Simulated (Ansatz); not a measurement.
# Te2As: the cost of one run

Program: Ansatz 0.2.0. Level of theory: DFT PBE, scalar-relativistic, plane waves, PAW. These are calculated values, not measurements.

2 further runs of the same task are left out: 1 that didn't finish, 1 set aside as unsound or not needed. Runs told in other sessions of the task aren't counted.

### Step 1. The system as given

It takes space group P4/nmm (No. 129, tetragonal). Conventional cell: a = 4.250 Å, b = 4.250 Å, c = 9.821 Å, α = 90.00°, β = 90.00°, γ = 90.00°. Around Te (site symmetry 4mm) lie 5 As at 2.74 to 3.01 Å. Around Te (site symmetry 4mm) lie 4 Te at 3.07 Å and 1 As at 3.25 Å. Around As (site symmetry 4mm) lie 5 Te at 2.74 to 3.01 Å.

Coordinates:

```cif
data_structure
_symmetry_space_group_name_H-M 'P4/nmm:1'
_symmetry_Int_Tables_number 129
_cell_length_a 4.2496
_cell_length_b 4.2496
_cell_length_c 9.8210
_cell_angle_alpha 90.000
_cell_angle_beta 90.000
_cell_angle_gamma 90.000
_cell_volume 177.36
loop_
_atom_site_label
_atom_site_type_symbol
_atom_site_symmetry_multiplicity
_atom_site_Wyckoff_symbol
_atom_site_fract_x
_atom_site_fract_y
_atom_site_fract_z
_atom_site_occupancy
Te1 Te 2 c 0.50000 0.00000 0.64263 1
Te2 Te 2 c 0.50000 0.00000 0.03220 1
As1 As 2 c 0.50000 0.00000 0.36330 1
```

The start is the relaxed end of an invented cell (made as: species swapped into a database cell of Ta2Se (P4/nmm, No. 129)), taken up again for a closer look.

### Step 2. Probe: one point on a coarse mesh

input.yaml reads:

```yaml
crystal:
  lattice:
    - [4.2496302, 0.0, 0.0]
    - [0.0, 4.2496302, 0.0]
    - [0.0, 0.0, 9.8210144]
  atoms:
    - { symbol: Te, position: [0.5, 0.0, 0.642635] }
    - { symbol: Te, position: [0.0, 0.5, 0.357365] }
    - { symbol: Te, position: [0.5, 0.0, 0.032197] }
    - { symbol: Te, position: [0.0, 0.5, 0.967803] }
    - { symbol: As, position: [0.5, 0.0, 0.3633] }
    - { symbol: As, position: [0.0, 0.5, 0.6367] }
basis:
  ecutwfc: 420
kpoints:
  mp_grid: { grid: [4, 4, 2] }
hamiltonian:
  xc: pbe
scf:
  occupations: { method: gaussian, width: 0.1 }
  lower_state_search: "off"
output:
  forces: true
  stress: true
  eigenvalues: true
```

Command:

```bash
$ ansatz run input.yaml --threads 4 --pin off --max-ram 8192MiB --backend cpu --events-out ev --progress --plain --runs-dir out
```

**Question.** How long does this run take on 4 threads of Intel Xeon Platinum 8259CL at 2.50GHz (Skylake/Cascade Lake), shared host, and how much memory does it need?

About 2.4 s, with a peak of 0.64 GiB.
